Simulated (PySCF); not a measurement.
**KTl+: bond curves at several levels of theory**

What are the lowest state that PBE0 finds, the bond length, vibrational wavenumber and bond energy of KTl+, and how much do these hang on the method?

The runs use PySCF 2.14.0; K def2-SVP, Tl def2-SVP with ECP60, scalar-relativistic core potentials.

### 1 Input

The job is set up so:

```json
{
 "atoms": "K, Tl",
 "charge": "1",
 "basis": "K def2-SVP, Tl def2-SVP with ECP60",
 "Hamiltonian": "scalar-relativistic core potentials",
 "basis functions": "50",
 "electrons treated": "39",
 "masses in u": "38.9637, 204.9744",
 "levels": "PBE0, PBE, r²SCAN, TPSSh, MN15, B3LYP, HSE06, HF, MP2, SCS-MP2, CCSD, CCSD(T)",
 "grid": "80 radial by 434 angular points",
 "occupations": "held fixed by the projection of orbital angular momentum",
 "dissociation limit": "K+ + Tl, each in its ground configuration",
 "starting distance in angstrom": "3.475",
 "values of 2S to try": "1, 3"
}
```

Command:

```
OMP_NUM_THREADS=1 python dia.py task.json out
```

After this run come: The PBE0 curve of the state that the search chose; Higher solutions at PBE0; PBE; r²SCAN (meta-GGA); TPSSh (hybrid meta-GGA); MN15; B3LYP (global hybrid GGA); HSE06; UHF; Correlated methods on the Hartree–Fock reference.

Q: Predict the outcome of this session. Wanted: for each run, Re; ωe; De; μ.

**Answer**, as computed:

Lowest PBE0 solution found, without spin–orbit coupling: ²Σ⁺ (doublet), unpaired electrons σ ↑. State 2 has its PBE0 minimum 0.68 eV higher. State 3 has its PBE0 minimum 6.16 eV higher. The other levels ran on the lowest alone.

```csv
level,Re (Å),ωe (cm⁻¹),De (eV),μ (D)
UHF,4.265,60.1,0.53,-13.08
UHF-MP2,4.155,63.2,0.57,n/a
UHF-SCS-MP2,4.177,62.7,0.57,n/a
UHF-CCSD,4.158,63.7,0.57,n/a
UHF-CCSD(T),4.153,63.9,0.57,n/a
PBE,4.193,57.0,0.72,-11.26
r²SCAN,4.161,61.4,0.63,-12.15
TPSSh,4.192,59.1,0.67,-11.80
B3LYP,4.175,58.5,0.67,-11.61
PBE0,4.146,60.3,0.66,-11.73
HSE06,4.154,59.5,0.67,-11.70
MN15,3.987,66.7,0.57,-12.15
```

De is counted to K+ + Tl in their ground configurations. A positive dipole points from K to Tl; in an ion it is taken about the centre of mass and does not tell which atom is negative.

Bond lengths run from 3.987 Å (MN15) to 4.265 Å (UHF). CCSD(T) can't serve as the judge here: for a weak bond in this basis it is far from its limit. Among the levels with a De in the table, it runs from 0.53 eV (UHF) to 0.72 eV (PBE).

Correlated steps freeze 9 core orbitals. These are scalar-relativistic numbers at best; spin–orbit coupling would shift them, the dissociation energy most. With spin–orbit coupling the term label itself may not hold.
